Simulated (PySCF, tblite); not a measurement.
# C7H11N+ (doublet): geometry, infrared bands and EPR parameters

Wanted: the infrared bands and EPR parameters of C7H11N+ (doublet) (`C[NH+][C@@]12C=CC[C@@H]1C2`), by calculation.

Computed with tblite 0.8.0 and PySCF 2.14.0, with density-fitted response routines of our own, on a single molecule in the gas phase. Atoms count from 0, in the outputs and in this text.

**1. The starting structure**

19 atoms, charge 1, multiplicity 2; geometry from: force field or distance geometry start.

Bonds of the start (Å): C0–N1 1.47, N1–C2 1.46, C2–C3 1.48, C3–C4 1.34, C4–C5 1.52, C5–C6 1.52, C6–C7 1.51, C6–C2 1.53, C7–C2 1.50, C0–H8 1.10, C0–H9 1.08, C0–H10 1.09, N1–H11 1.01, C3–H12 1.09, C4–H13 1.07, C5–H14 1.09, C5–H15 1.08, C6–H16 1.07, C7–H17 1.09, C7–H18 1.09.

**2. Geometry optimisation with GFN2-xTB**

What the job is given:

```
{"job": {"kind": "relax", "xc": "GFN2-xTB", "basis": "xTB"}, "charge": 1, "multiplicity": 2}
C      2.539400     0.646400     0.357900
N      1.340900     0.689400    -0.495200
C      0.231600    -0.059300     0.082800
C     -0.603600     0.620300     1.098200
C     -1.927100     0.518100     0.898100
C     -2.182000    -0.279900    -0.365300
C     -0.799700    -0.649200    -0.875600
C      0.133100    -1.541500    -0.086100
H      2.357900     1.126200     1.327400
H      3.343600     1.181600    -0.132100
H      2.861700    -0.381100     0.528000
H      1.073500     1.649100    -0.658200
H     -0.170400     1.122900     1.965700
H     -2.695400     0.933000     1.516200
H     -2.771600    -1.165400    -0.143600
H     -2.709800     0.333500    -1.087400
H     -0.667400    -0.548500    -1.935500
H      0.916600    -2.053400    -0.636200
H     -0.281000    -2.133200     0.728000
```

On the command line:

```bash
> OMP_NUM_THREADS=1 python probes_run.py task.json out
```

One launch serves the whole session: the jobs run in the order shown.

**Question.** This job is followed by: GFN2-xTB harmonic vibrations, gas phase; UKS B3LYP, pcH-1 on C H N, non-relativistic, mean-field spin-orbit, GIAO. Predict these results of the whole session: strongest single infrared mode (GFN2-xTB); zero-point energy (GFN2-xTB); g(iso) (B3LYP); ⟨S²⟩; largest a(iso) (averaged by class).

**Answer**, as computed:

```
                                 quantity                        value
strongest single infrared mode (GFN2-xTB)        1591 cm⁻¹, 158 km/mol
             zero-point energy (GFN2-xTB)               101.1 kcal/mol
                           g(iso) (B3LYP)                      2.00358
                                     ⟨S²⟩           0.755 (exact 0.75)
       largest a(iso) (averaged by class)  1H on H8, H9, H10, 50.3 MHz
```

**Reading.** The optimisation took 140 steps and gained 0.871 eV; among the close pairs (by a distance rule), N1–C2 changed most, from 1.458 to 1.366 Å. No mode is imaginary among the 51: a minimum at this level. The strongest single mode, at 1591 cm⁻¹, moves mainly C4 and C3. GFN2-xTB is a fitted tight-binding method: band positions and strengths are rough. Its intensities can rank the bands wrongly. The largest share of the spin, 0.48 e, sits on N1. The isotropic g lies 1.3 ppt above the free-electron value.
